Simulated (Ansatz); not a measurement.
Crystal: CoAu4.

```
Au Co
1.0
     1.45277    0.83876   11.66605
    -1.45277    0.83876   11.66605
     0.00000   -1.67752   11.66605
Au Co
4 1
Direct
  0.60667 0.60667 0.60667
  0.20228 0.20228 0.20228
  0.79772 0.79772 0.79772
  0.39333 0.39333 0.39333
  0.00000 0.00000 0.00000
```

The cell comes from a database or a generator and needn't be the stable form of this composition.

| Quantity | Value |
| --- | --- |
| Program | Ansatz 0.2.0 |
| Task | relaxation of cell and atoms |
| Functional | PBEsol |
| Potentials or basis | Ansatz PAW |
| Cutoff | 420 eV (not typed: the program's choice for these potentials) |
| k mesh | 11 × 11 × 11 |
| Occupations | fermi-dirac, width 0.05 eV |
| Spin | collinear spin, ferromagnetic start |
| Starting moments | [0.0, 0.0, 0.0, 0.0, 2.0] μB |

At the start: volume 17.06 Å³/atom.

**Question.** How do energy, volume and symmetry change on relaxing?

**Answer.** It ends after 6 steps and the volume is 15.90 Å³/atom (-6.8 %); space group R-3m (No. 166, to 0.05 Å); moment 1.75 μB per cell.

Step by step:
```csv
step,energy change (eV),largest force (eV/Å),volume (Å³)
1,0.0000,0.0156,85.29
2,-0.1943,0.0172,80.53
3,-0.2018,0.0035,79.30
4,-0.2020,0.0022,79.49
5,-0.2020,0.0003,79.50
6,-0.1998,0.0003,79.50
```

Final structure:
```cif
data_structure
_symmetry_space_group_name_H-M 'P 1'
_symmetry_Int_Tables_number 1
_cell_length_a 11.5279
_cell_length_b 11.5279
_cell_length_c 11.5279
_cell_angle_alpha 14.133
_cell_angle_beta 14.133
_cell_angle_gamma 14.133
_cell_volume 79.50
loop_
_atom_site_label
_atom_site_type_symbol
_atom_site_fract_x
_atom_site_fract_y
_atom_site_fract_z
_atom_site_occupancy
Au1 Au 0.60615 0.60615 0.60615 1
Au2 Au 0.20204 0.20204 0.20204 1
Au3 Au 0.79796 0.79796 0.79796 1
Au4 Au 0.39385 0.39385 0.39385 1
Co1 Co 0.00000 0.00000 0.00000 1
```

Caveat: the plane-wave basis is chosen anew once the cell has moved, so the energies of steps on either side of that aren't comparable; the PAW data sets come from PBE, with cores solved anew for the run's functional, which leaves a small shift of forces and pressure.
